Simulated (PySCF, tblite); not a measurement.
# C₄H₉BF₂O: geometry, infrared bands and NMR shifts

Wanted: the infrared bands and NMR shifts of C₄H₉BF₂O (`CC(C)OCB(F)F`), by calculation.

Computed with tblite 0.8.0 and PySCF 2.14.0, with density-fitted response routines of our own, on a single molecule in the gas phase. Atoms count from 0, in the outputs and in this text.

## 1. The molecule as given

17 atoms, charge 0, multiplicity 1; geometry from: force field or distance geometry start.

Bonds of the start (Å): C0–C1 1.52, C1–C2 1.52, C1–O3 1.37, O3–C4 1.37, C4–B5 1.55, B5–F6 1.46, B5–F7 1.47, C0–H8 1.13, C0–H9 1.10, C0–H10 1.09, C1–H11 1.11, C2–H12 1.14, C2–H13 1.12, C2–H14 1.07, C4–H15 1.12, C4–H16 1.13.

## 2. Relaxing the molecule with GFN2-xTB

The job: settings as JSON, then the geometry in Å.

```
{"job": {"kind": "relax", "xc": "GFN2-xTB", "basis": "xTB"}, "charge": 0, "multiplicity": 1}
C     -1.517600     0.899400    -0.902300
C     -0.498200     0.200100    -0.023600
C     -1.335200    -0.432600     1.076700
O      0.228500    -0.736300    -0.717600
C      1.580700    -0.545900    -0.790600
B      2.358300    -0.488100     0.552900
F      1.702600    -0.820500     1.812500
F      3.602200     0.298100     0.652600
H     -2.353500     1.307500    -0.260600
H     -1.940700     0.176900    -1.620500
H     -1.050400     1.741300    -1.410000
H      0.106100     1.022700     0.407400
H     -2.335600    -0.729500     0.624100
H     -1.511500     0.386200     1.823600
H     -0.932000    -1.334600     1.500100
H      2.070100    -1.347600    -1.396400
H      1.819200     0.414900    -1.338000
```

Command:

```bash
$ OMP_NUM_THREADS=1 python probes_run.py task.json out
```

The driver reads the jobs from task.json and runs them one after another.

**Question.** This job is followed by: GFN2-xTB harmonic vibrations, gas phase; GIAO PBE0/pcSseg-1 NMR shielding, non-relativistic, gas phase. Predict these results of the whole session: strongest single infrared mode (GFN2-xTB); zero-point energy (GFN2-xTB); ¹³C shifts against TMS (PBE0/pcSseg-1, means over atoms taken as alike); ¹H shifts against TMS (PBE0/pcSseg-1, means over atoms taken as alike); ¹⁷O shifts against H2O (PBE0/pcSseg-1); ¹¹B shifts against BF3·OEt2 (PBE0/pcSseg-1); ¹⁹F shifts against CFCl3 (PBE0/pcSseg-1, means over atoms taken as alike).

The runs gave:

| quantity | value |
| --- | --- |
| strongest single infrared mode (GFN2-xTB) | 1289 cm⁻¹, 292 km/mol |
| zero-point energy (GFN2-xTB) | 82.9 kcal/mol |
| ¹³C shifts against TMS (PBE0/pcSseg-1, means over atoms taken as alike) | 76.7, 57.1, 23.1 ppm |
| ¹H shifts against TMS (PBE0/pcSseg-1, means over atoms taken as alike) | 3.92, 3.39, 1.15 ppm |
| ¹⁷O shifts against H2O (PBE0/pcSseg-1) | 41.2 ppm |
| ¹¹B shifts against BF3·OEt2 (PBE0/pcSseg-1) | 27.9 ppm |
| ¹⁹F shifts against CFCl3 (PBE0/pcSseg-1, means over atoms taken as alike) | -69.2 ppm |

In words: Over 122 steps the energy fell by 1.300 eV; of the close pairs, B5–F7 changed most, 1.475 to 1.319 Å. No mode is imaginary among the 45: a minimum at this level. The strongest single mode, at 1289 cm⁻¹, moves mainly B5. Unscaled tight-binding wavenumbers are off by several per cent, some by more. Its intensities can rank the bands wrongly. The most deshielded carbon is C1 (sp3 CH bonded to O), at 76.7 ppm: pulled downfield by the heteroatom. H15, H16 (mean) (hydrogen on an sp3 CH2 bonded to B and O) lies farthest downfield among hydrogen, at 3.92 ppm; its carbon carries O, hence the downfield position. At PBE0/pcSseg-1: The widest tensor belongs to F6, F7: span 318 ppm, with a paramagnetic part of -227 ppm.
